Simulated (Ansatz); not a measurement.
# BH8NOSi: search for a transition state, part 2 of 2

Ansatz 0.2.0, Gaussian basis; PBE0-D4. Earlier steps stand in the parts before.

**8. Relaxing after a step of 0.30 Å the other way along the mode**

downb/in.yaml

```yaml
crystal:
  periodic: [false, false, false]
  atoms:
    - {symbol: B, position_ang: [0.934979, -0.766316, 0.097067]}
    - {symbol: N, position_ang: [1.755095, 0.260988, -0.581315]}
    - {symbol: H, position_ang: [1.343929, -1.247238, 1.121967]}
    - {symbol: H, position_ang: [0.261583, -1.491207, -0.611244]}
    - {symbol: H, position_ang: [0.296688, 0.974117, 0.173063]}
    - {symbol: O, position_ang: [-0.228879, 0.420276, 0.662228]}
    - {symbol: Si, position_ang: [-1.868773, 0.300152, 0.288397]}
    - {symbol: H, position_ang: [2.651121, 0.487984, -0.179138]}
    - {symbol: H, position_ang: [1.803474, 0.249544, -1.585305]}
    - {symbol: H, position_ang: [-2.506000, 1.547679, 0.764141]}
    - {symbol: H, position_ang: [-2.058230, 0.139410, -1.170836]}
    - {symbol: H, position_ang: [-2.384987, -0.875489, 1.020875]}
basis:
  gaussian: {orbitals: def2-TZVP}
hamiltonian: {xc: pbe0, dispersion: d4}
relax: {f_tol: 0.005, max_steps: 200}
```

The run is started by

```console
$ ansatz run in.yaml --threads 4 --pin off --events-out ev --progress --plain --max-ram 9574MiB
```

Output:

```text
Functional definition: PBE0
  name "PBE0"
  cite "Adamo & Barone, J. Chem. Phys. 110, 6158 (1999) doi:10.1063/1.478522"
  cite "Perdew, Burke & Ernzerhof, Phys. Rev. Lett. 77, 3865 (1996) doi:10.1103/PhysRevLett.77.3865"
  parent pbe
  parameter a = 0.25
  parameter kappa = 0.804
  parameter beta = 0.06672455060314922
  exchange = (1 - a)*pbe_x(kappa = kappa, mu = beta*pi^2/3) + a*exact_x
  correlation = pbe_c(beta = beta)
1095 factors; their error is unknown
mean field evaluation 1: about -12207.7194 eV, gradient 6.8e1 eV
mean field evaluation 2: about -12196.6759 eV, gradient 9.8e1 eV
mean field evaluation 4: about -12215.9869 eV, gradient 3.4e0 eV
mean field evaluation 8: about -12216.0084 eV, gradient 4.5e-2 eV
mean field evaluation 16: about -12216.0444 eV, gradient 1.2e-5 eV
mean field -12216.04441847 eV, -448.9313520465 hartree, gradient 1.2e-5 eV, S^2 0.000000; 0 other end points of the search recorded, 0 dependent functions left out
the calculation of the forces begins
reference -12216.04445419 eV, -448.9313533591 hartree; 21, 21 occupied and 157, 157 virtual orbitals, 1095 factors
relax step   1: F+E_penalty+E_count = -12216.21714725 eV  Δ(F+E_penalty+E_count) = +0.000e0 eV  max|allowed force component| = 3.310e0 eV/Å  Δτ_max = 0.0000 Å  (27 SCF iters, accepted)
these checks for a lower state are left out or cut short: starts, cluster_reference, orbital_swaps, neighbouring_geometries, increment
1095 factors; their error is unknown
mean field -12216.25832671 eV, -448.9392130293 hartree, gradient 1.5e-5 eV, S^2 0.000000; 0 other end points of the search recorded, 0 dependent functions left out
the calculation of the forces begins
reference -12216.25836239 eV, -448.9392143404 hartree; 21, 21 occupied and 157, 157 virtual orbitals, 1095 factors
relax step   2: F+E_penalty+E_count = -12216.42914883 eV  Δ(F+E_penalty+E_count) = -2.120e-1 eV  max|allowed force component| = 7.628e-1 eV/Å  Δτ_max = 0.0957 Å  (30 SCF iters, accepted)
these checks for a lower state are left out or cut short: starts, cluster_reference, orbital_swaps, neighbouring_geometries, increment
1095 factors; their error is unknown
mean field -12216.28564769 eV, -448.9402170570 hartree, gradient 1.5e-5 eV, S^2 0.000000; 0 other end points of the search recorded, 0 dependent functions left out
the calculation of the forces begins
reference -12216.28568336 eV, -448.9402183677 hartree; 21, 21 occupied and 157, 157 virtual orbitals, 1095 factors
relax step   3: F+E_penalty+E_count = -12216.45677832 eV  Δ(F+E_penalty+E_count) = -2.763e-2 eV  max|allowed force component| = 3.503e-1 eV/Å  Δτ_max = 0.0672 Å  (31 SCF iters, accepted)
[... from here on, the SCF cycles and remarks between the steps are left out ...]
relax step   4: F+E_penalty+E_count = -12216.46976527 eV  Δ(F+E_penalty+E_count) = -1.299e-2 eV  max|allowed force component| = 3.863e-1 eV/Å  Δτ_max = 0.0436 Å  (30 SCF iters, accepted)
relax step   5: F+E_penalty+E_count = -12216.52537774 eV  Δ(F+E_penalty+E_count) = -5.561e-2 eV  max|allowed force component| = 2.852e-1 eV/Å  Δτ_max = 0.1953 Å  (29 SCF iters, accepted)
relax step   6: F+E_penalty+E_count = -12216.56258111 eV  Δ(F+E_penalty+E_count) = -3.720e-2 eV  max|allowed force component| = 3.622e-1 eV/Å  Δτ_max = 0.1951 Å  (29 SCF iters, accepted)
relax step   7: F+E_penalty+E_count = -12216.62244493 eV  Δ(F+E_penalty+E_count) = -5.986e-2 eV  max|allowed force component| = 6.466e-1 eV/Å  Δτ_max = 0.1327 Å  (30 SCF iters, accepted)
relax step   8: F+E_penalty+E_count = -12216.68506030 eV  Δ(F+E_penalty+E_count) = -6.262e-2 eV  max|allowed force component| = 8.577e-1 eV/Å  Δτ_max = 0.1941 Å  (29 SCF iters, accepted)
relax step   9: F+E_penalty+E_count = -12216.69363000 eV  Δ(F+E_penalty+E_count) = -8.570e-3 eV  max|allowed force component| = 1.203e0 eV/Å  Δτ_max = 0.1961 Å  (28 SCF iters, accepted)
relax step  10: F+E_penalty+E_count = -12216.68797473 eV  Δ(F+E_penalty+E_count) = +5.655e-3 eV  max|allowed force component| = 4.739e-1 eV/Å  Δτ_max = 0.2000 Å  (29 SCF iters, rejected (line search))
relax step  11: F+E_penalty+E_count = -12216.72435564 eV  Δ(F+E_penalty+E_count) = -3.073e-2 eV  max|allowed force component| = 9.828e-2 eV/Å  Δτ_max = 0.0817 Å  (30 SCF iters, accepted)
relax step  12: F+E_penalty+E_count = -12216.72642603 eV  Δ(F+E_penalty+E_count) = -2.070e-3 eV  max|allowed force component| = 1.646e-1 eV/Å  Δτ_max = 0.0448 Å  (30 SCF iters, accepted)
relax step  13: F+E_penalty+E_count = -12216.72829550 eV  Δ(F+E_penalty+E_count) = -1.869e-3 eV  max|allowed force component| = 4.408e-1 eV/Å  Δτ_max = 0.1267 Å  (30 SCF iters, accepted)
relax step  14: F+E_penalty+E_count = -12216.73341258 eV  Δ(F+E_penalty+E_count) = -5.117e-3 eV  max|allowed force component| = 2.864e-1 eV/Å  Δτ_max = 0.0406 Å  (30 SCF iters, accepted)
relax step  15: F+E_penalty+E_count = -12216.74317498 eV  Δ(F+E_penalty+E_count) = -9.762e-3 eV  max|allowed force component| = 3.457e-1 eV/Å  Δτ_max = 0.1952 Å  (28 SCF iters, accepted)
relax step  16: F+E_penalty+E_count = -12216.74719208 eV  Δ(F+E_penalty+E_count) = -4.017e-3 eV  max|allowed force component| = 6.955e-1 eV/Å  Δτ_max = 0.1737 Å  (29 SCF iters, accepted)
relax step  17: F+E_penalty+E_count = -12216.76959248 eV  Δ(F+E_penalty+E_count) = -2.240e-2 eV  max|allowed force component| = 3.635e-1 eV/Å  Δτ_max = 0.1101 Å  (30 SCF iters, accepted)
relax step  18: F+E_penalty+E_count = -12216.77666354 eV  Δ(F+E_penalty+E_count) = -7.071e-3 eV  max|allowed force component| = 1.886e-1 eV/Å  Δτ_max = 0.0804 Å  (30 SCF iters, accepted)
relax step  19: F+E_penalty+E_count = -12216.78116869 eV  Δ(F+E_penalty+E_count) = -4.505e-3 eV  max|allowed force component| = 6.091e-1 eV/Å  Δτ_max = 0.1950 Å  (29 SCF iters, accepted)
relax step  20: F+E_penalty+E_count = -12216.78641592 eV  Δ(F+E_penalty+E_count) = -5.247e-3 eV  max|allowed force component| = 4.039e-1 eV/Å  Δτ_max = 0.1289 Å  (30 SCF iters, accepted)
relax step  21: F+E_penalty+E_count = -12216.76205509 eV  Δ(F+E_penalty+E_count) = +2.436e-2 eV  max|allowed force component| = 4.881e-1 eV/Å  Δτ_max = 0.1812 Å  (36 SCF iters, rejected (line search))
relax step  22: F+E_penalty+E_count = -12216.80642709 eV  Δ(F+E_penalty+E_count) = -2.001e-2 eV  max|allowed force component| = 1.216e-1 eV/Å  Δτ_max = 0.0874 Å  (29 SCF iters, accepted)
relax step  23: F+E_penalty+E_count = -12216.80977389 eV  Δ(F+E_penalty+E_count) = -3.347e-3 eV  max|allowed force component| = 9.239e-2 eV/Å  Δτ_max = 0.0320 Å  (29 SCF iters, accepted)
relax step  24: F+E_penalty+E_count = -12216.81286260 eV  Δ(F+E_penalty+E_count) = -3.089e-3 eV  max|allowed force component| = 1.550e-1 eV/Å  Δτ_max = 0.0740 Å  (29 SCF iters, accepted)
relax step  25: F+E_penalty+E_count = -12216.81419302 eV  Δ(F+E_penalty+E_count) = -1.330e-3 eV  max|allowed force component| = 1.168e-1 eV/Å  Δτ_max = 0.0457 Å  (30 SCF iters, accepted)
relax step  26: F+E_penalty+E_count = -12216.81515965 eV  Δ(F+E_penalty+E_count) = -9.666e-4 eV  max|allowed force component| = 1.066e-1 eV/Å  Δτ_max = 0.0652 Å  (30 SCF iters, accepted)
relax step  27: F+E_penalty+E_count = -12216.81538047 eV  Δ(F+E_penalty+E_count) = -2.208e-4 eV  max|allowed force component| = 9.097e-2 eV/Å  Δτ_max = 0.0160 Å  (31 SCF iters, accepted)
relax step  28: F+E_penalty+E_count = -12216.81550178 eV  Δ(F+E_penalty+E_count) = -1.213e-4 eV  max|allowed force component| = 4.710e-2 eV/Å  Δτ_max = 0.0310 Å  (31 SCF iters, accepted)
relax step  29: F+E_penalty+E_count = -12216.81564331 eV  Δ(F+E_penalty+E_count) = -1.415e-4 eV  max|allowed force component| = 3.009e-2 eV/Å  Δτ_max = 0.0121 Å  (32 SCF iters, accepted)
relax step  30: F+E_penalty+E_count = -12216.81572244 eV  Δ(F+E_penalty+E_count) = -7.913e-5 eV  max|allowed force component| = 1.999e-2 eV/Å  Δτ_max = 0.0096 Å  (32 SCF iters, accepted)
relax step  31: F+E_penalty+E_count = -12216.81587471 eV  Δ(F+E_penalty+E_count) = -1.523e-4 eV  max|allowed force component| = 2.721e-2 eV/Å  Δτ_max = 0.0127 Å  (30 SCF iters, accepted)
relax step  32: F+E_penalty+E_count = -12216.81631794 eV  Δ(F+E_penalty+E_count) = -4.432e-4 eV  max|allowed force component| = 6.059e-2 eV/Å  Δτ_max = 0.0566 Å  (29 SCF iters, accepted)
relax step  33: F+E_penalty+E_count = -12216.81592210 eV  Δ(F+E_penalty+E_count) = +3.958e-4 eV  max|allowed force component| = 2.191e-1 eV/Å  Δτ_max = 0.0743 Å  (30 SCF iters, rejected (line search))
relax step  34: F+E_penalty+E_count = -12216.81699538 eV  Δ(F+E_penalty+E_count) = -6.774e-4 eV  max|allowed force component| = 4.359e-2 eV/Å  Δτ_max = 0.0288 Å  (31 SCF iters, accepted)
relax step  35: F+E_penalty+E_count = -12216.81736729 eV  Δ(F+E_penalty+E_count) = -3.719e-4 eV  max|allowed force component| = 1.647e-1 eV/Å  Δτ_max = 0.0901 Å  (29 SCF iters, accepted)
relax step  36: F+E_penalty+E_count = -12216.81920680 eV  Δ(F+E_penalty+E_count) = -1.840e-3 eV  max|allowed force component| = 1.230e-1 eV/Å  Δτ_max = 0.0201 Å  (31 SCF iters, accepted)
relax step  37: F+E_penalty+E_count = -12216.82323801 eV  Δ(F+E_penalty+E_count) = -4.031e-3 eV  max|allowed force component| = 5.259e-2 eV/Å  Δτ_max = 0.1054 Å  (29 SCF iters, accepted)
relax step  38: F+E_penalty+E_count = -12216.82517987 eV  Δ(F+E_penalty+E_count) = -1.942e-3 eV  max|allowed force component| = 2.132e-2 eV/Å  Δτ_max = 0.0644 Å  (29 SCF iters, accepted)
relax step  39: F+E_penalty+E_count = -12216.82578506 eV  Δ(F+E_penalty+E_count) = -6.052e-4 eV  max|allowed force component| = 1.209e-1 eV/Å  Δτ_max = 0.1453 Å  (30 SCF iters, accepted)
relax step  40: F+E_penalty+E_count = -12216.82377923 eV  Δ(F+E_penalty+E_count) = +2.006e-3 eV  max|allowed force component| = 3.514e-1 eV/Å  Δτ_max = 0.0744 Å  (30 SCF iters, rejected (line search))
relax step  41: F+E_penalty+E_count = -12216.82948279 eV  Δ(F+E_penalty+E_count) = -3.698e-3 eV  max|allowed force component| = 4.540e-2 eV/Å  Δτ_max = 0.0372 Å  (30 SCF iters, accepted)
relax step  42: F+E_penalty+E_count = -12216.83065331 eV  Δ(F+E_penalty+E_count) = -1.171e-3 eV  max|allowed force component| = 2.081e-2 eV/Å  Δτ_max = 0.0489 Å  (30 SCF iters, accepted)
relax step  43: F+E_penalty+E_count = -12216.83060856 eV  Δ(F+E_penalty+E_count) = +4.475e-5 eV  max|allowed force component| = 1.207e-1 eV/Å  Δτ_max = 0.1471 Å  (28 SCF iters, rejected (line search))
relax step  44: F+E_penalty+E_count = -12216.83176696 eV  Δ(F+E_penalty+E_count) = -1.114e-3 eV  max|allowed force component| = 2.539e-2 eV/Å  Δτ_max = 0.0718 Å  (30 SCF iters, accepted)
relax step  45: F+E_penalty+E_count = -12216.83208747 eV  Δ(F+E_penalty+E_count) = -3.205e-4 eV  max|allowed force component| = 8.289e-2 eV/Å  Δτ_max = 0.0739 Å  (30 SCF iters, accepted)
relax step  46: F+E_penalty+E_count = -12216.83243356 eV  Δ(F+E_penalty+E_count) = -3.461e-4 eV  max|allowed force component| = 7.258e-2 eV/Å  Δτ_max = 0.0575 Å  (29 SCF iters, accepted)
relax step  47: F+E_penalty+E_count = -12216.83308016 eV  Δ(F+E_penalty+E_count) = -6.466e-4 eV  max|allowed force component| = 3.501e-2 eV/Å  Δτ_max = 0.0095 Å  (31 SCF iters, accepted)
relax step  48: F+E_penalty+E_count = -12216.83338265 eV  Δ(F+E_penalty+E_count) = -3.025e-4 eV  max|allowed force component| = 2.265e-2 eV/Å  Δτ_max = 0.0101 Å  (32 SCF iters, accepted)
relax step  49: F+E_penalty+E_count = -12216.83366926 eV  Δ(F+E_penalty+E_count) = -2.866e-4 eV  max|allowed force component| = 1.274e-2 eV/Å  Δτ_max = 0.0341 Å  (29 SCF iters, accepted)
relax step  50: F+E_penalty+E_count = -12216.83368814 eV  Δ(F+E_penalty+E_count) = -1.888e-5 eV  max|allowed force component| = 6.252e-2 eV/Å  Δτ_max = 0.1217 Å  (29 SCF iters, accepted)
relax step  51: F+E_penalty+E_count = -12216.83413852 eV  Δ(F+E_penalty+E_count) = -4.504e-4 eV  max|allowed force component| = 2.272e-2 eV/Å  Δτ_max = 0.0244 Å  (31 SCF iters, accepted)
relax step  52: F+E_penalty+E_count = -12216.83421218 eV  Δ(F+E_penalty+E_count) = -7.365e-5 eV  max|allowed force component| = 1.605e-2 eV/Å  Δτ_max = 0.0188 Å  (30 SCF iters, accepted)
relax step  53: F+E_penalty+E_count = -12216.83425009 eV  Δ(F+E_penalty+E_count) = -3.792e-5 eV  max|allowed force component| = 9.956e-3 eV/Å  Δτ_max = 0.0254 Å  (31 SCF iters, accepted)
relax step  54: F+E_penalty+E_count = -12216.83419298 eV  Δ(F+E_penalty+E_count) = +5.711e-5 eV  max|allowed force component| = 3.422e-2 eV/Å  Δτ_max = 0.0268 Å  (30 SCF iters, rejected (line search))
relax step  55: F+E_penalty+E_count = -12216.83427553 eV  Δ(F+E_penalty+E_count) = -2.543e-5 eV  max|allowed force component| = 3.089e-3 eV/Å  Δτ_max = 0.0132 Å  (32 SCF iters, accepted)
relax step  56: F+E_penalty+E_count = -12216.83428476 eV  Δ(F+E_penalty+E_count) = -9.237e-6 eV  max|allowed force component| = 7.280e-3 eV/Å  Δτ_max = 0.0051 Å  (32 SCF iters, accepted)
relax step  57: F+E_penalty+E_count = -12216.83429907 eV  Δ(F+E_penalty+E_count) = -1.431e-5 eV  max|allowed force component| = 1.624e-2 eV/Å  Δτ_max = 0.0098 Å  (32 SCF iters, accepted)
relax step  58: F+E_penalty+E_count = -12216.83431171 eV  Δ(F+E_penalty+E_count) = -1.264e-5 eV  max|allowed force component| = 1.925e-2 eV/Å  Δτ_max = 0.0099 Å  (32 SCF iters, accepted)
relax step  59: F+E_penalty+E_count = -12216.83432399 eV  Δ(F+E_penalty+E_count) = -1.228e-5 eV  max|allowed force component| = 1.571e-2 eV/Å  Δτ_max = 0.0110 Å  (32 SCF iters, accepted)
relax step  60: F+E_penalty+E_count = -12216.83433534 eV  Δ(F+E_penalty+E_count) = -1.135e-5 eV  max|allowed force component| = 1.316e-2 eV/Å  Δτ_max = 0.0156 Å  (30 SCF iters, accepted)
relax step  61: F+E_penalty+E_count = -12216.83433933 eV  Δ(F+E_penalty+E_count) = -3.990e-6 eV  max|allowed force component| = 1.468e-2 eV/Å  Δτ_max = 0.0136 Å  (31 SCF iters, accepted)
relax step  62: F+E_penalty+E_count = -12216.83432304 eV  Δ(F+E_penalty+E_count) = +1.629e-5 eV  max|allowed force component| = 1.623e-2 eV/Å  Δτ_max = 0.0199 Å  (30 SCF iters, rejected (line search))
relax step  63: F+E_penalty+E_count = -12216.83436755 eV  Δ(F+E_penalty+E_count) = -2.822e-5 eV  max|allowed force component| = 7.233e-3 eV/Å  Δτ_max = 0.0097 Å  (32 SCF iters, accepted)
relax step  64: F+E_penalty+E_count = -12216.83437267 eV  Δ(F+E_penalty+E_count) = -5.120e-6 eV  max|allowed force component| = 5.928e-3 eV/Å  Δτ_max = 0.0055 Å  (31 SCF iters, accepted)
relax step  65: F+E_penalty+E_count = -12216.83437840 eV  Δ(F+E_penalty+E_count) = -5.725e-6 eV  max|allowed force component| = 5.525e-3 eV/Å  Δτ_max = 0.0089 Å  (32 SCF iters, accepted)
these checks for a lower state are left out or cut short: starts, cluster_reference, orbital_swaps, neighbouring_geometries, increment
1095 factors; their error is unknown
mean field -12216.69330571 eV, -448.9551982127 hartree, gradient 1.8e-5 eV, S^2 0.000000; 0 other end points of the search recorded, 0 dependent functions left out
the calculation of the forces begins
reference -12216.69334358 eV, -448.9551996042 hartree; 21, 21 occupied and 157, 157 virtual orbitals, 1095 factors
relax step  66: F+E_penalty+E_count = -12216.83438096 eV  Δ(F+E_penalty+E_count) = -2.561e-6 eV  max|allowed force component| = 4.191e-3 eV/Å  Δτ_max = 0.0044 Å  (22 SCF iters, accepted)
1095 factors; their error is unknown
mean field evaluation 480: about -12216.6554 eV, gradient 2.4e-1 eV
mean field -12216.69330571 eV, -448.9551982127 hartree, gradient 2.2e-5 eV, S^2 0.000000; 1 other end points of the search recorded, 0 dependent functions left out
the calculation of the forces begins
reference -12216.69334358 eV, -448.9551996042 hartree; 21, 21 occupied and 157, 157 virtual orbitals, 1095 factors
Total energy: -12216.83441882 eV, -448.9603840239 hartree
Atom 0 at     1.623088    -1.336085    -0.089941 Å, force     0.000459     0.001725     0.001404 eV/Å
Atom 1 at     1.849903    -0.036365    -0.536303 Å, force     0.000616     0.000135    -0.001257 eV/Å
Atom 2 at     2.081718    -1.672193     0.960996 Å, force    -0.001286     0.000760    -0.004191 eV/Å
Atom 3 at     0.951473    -2.063686    -0.759733 Å, force     0.000980     0.001112     0.001056 eV/Å
Atom 4 at     0.108774     0.794618     0.350469 Å, force     0.001915     0.000071     0.000757 eV/Å
Atom 5 at    -0.662822     1.308455     0.619065 Å, force    -0.001707    -0.000294    -0.000794 eV/Å
Atom 6 at    -2.142366     0.664443     0.308256 Å, force    -0.001217    -0.001491    -0.000537 eV/Å
Atom 7 at     2.459502     0.608040    -0.058339 Å, force    -0.001866    -0.001557    -0.001042 eV/Å
Atom 8 at     1.559009     0.290352    -1.444048 Å, force     0.001065    -0.002228     0.003954 eV/Å
Atom 9 at    -3.138966     1.651562     0.786073 Å, force     0.000813    -0.000746    -0.000627 eV/Å
Atom 10 at    -2.342365     0.422604    -1.149270 Å, force    -0.000112     0.000862     0.001489 eV/Å
Atom 11 at    -2.346947    -0.631844     1.012675 Å, force     0.000340     0.001652    -0.000211 eV/Å
Dipole moment:     0.381882     0.059354    -0.282963 e Å
```

It took 5.3 min on 4 threads of Intel Xeon at 2.50GHz, shared host.

Step by step: (not every step is listed)

| step | energy from step 1 (eV) | largest force component (eV/Å) |
| --- | --- | --- |
| 1 | 0.0000 | 3.3095 |
| 2 | -0.2120 | 0.7628 |
| 3 | -0.2396 | 0.3503 |
| 4 | -0.2526 | 0.3863 |
| 5 | -0.3082 | 0.2852 |
| 6 | -0.3454 | 0.3622 |
| 7 | -0.4053 | 0.6466 |
| 8 | -0.4679 | 0.8577 |
| 9 | -0.4765 | 1.2027 |
| 14 | -0.5163 | 0.2864 |
| 19 | -0.5640 | 0.6091 |
| 24 | -0.5957 | 0.1550 |
| 29 | -0.5985 | 0.0301 |
| 34 | -0.5998 | 0.0436 |
| 39 | -0.6086 | 0.1209 |
| 44 | -0.6146 | 0.0254 |
| 49 | -0.6165 | 0.0127 |
| 54 | -0.6170 | 0.0342 |
| 59 | -0.6172 | 0.0157 |
| 61 | -0.6172 | 0.0147 |
| 62 | -0.6172 | 0.0162 |
| 63 | -0.6172 | 0.0072 |
| 64 | -0.6172 | 0.0059 |
| 65 | -0.6172 | 0.0055 |
| 66 | -0.6172 | 0.0042 |

Distances of close pairs at the start and the end, largest changes first:

| bond | before (Å) | after (Å) | change (Å) |
| --- | --- | --- | --- |
| B1–N2 | 1.479 | 1.393 | -0.086 |
| H5–O6 | 0.907 | 0.965 | +0.058 |
| O6–Si7 | 1.686 | 1.643 | -0.043 |
| B1–H4 | 1.217 | 1.195 | -0.021 |
| Si7–H12 | 1.478 | 1.489 | +0.011 |
| Si7–H11 | 1.480 | 1.491 | +0.011 |
| B1–H3 | 1.204 | 1.195 | -0.009 |
| Si7–H10 | 1.479 | 1.482 | +0.002 |

**9. The three structures**

| pair | start side (Å) | saddle (Å) | end side (Å) |
| --- | --- | --- | --- |
| B1–O6 | 3.567 | 1.650 | 1.444 |
| N2–H5 | 2.123 | 1.407 | 1.016 |
| B1–N2 | 1.393 | 1.545 | 1.641 |
| H5–O6 | 0.965 | 1.129 | 2.594 |

**10. Summary of results**

The summary covers parts 1 to 2.

| quantity | value |
| --- | --- |
| imaginary mode | 1052i cm⁻¹ |
| barrier from the start side | 12.7 kcal/mol |
| barrier from the end side | 27.2 kcal/mol |
| energy of the step | -14.4 kcal/mol |
| pairs that change | B1–O6 formed, N2–H5 formed, B1–N2 loosened, H5–O6 broken |
| zero-point energy at the saddle | 2.356 eV |

**Reading.** One imaginary mode, 1052i cm⁻¹, makes this a first-order saddle. Going downhill both ways gives the intended start and end. A bond meant to break is only loosened at the end: the products stay bound as an adduct. At PBE0-D4/def2-TZVP the electronic barrier is 12.7 kcal/mol, about 21 kT at 298 K, and the step runs 14.4 kcal/mol downhill. The barrier is thin enough for tunnelling; the leading (Wigner) term alone is a factor of 2.1 at 298 K. A step off the saddle overshot and began above it in energy, so the link to its end is likely but not proven.
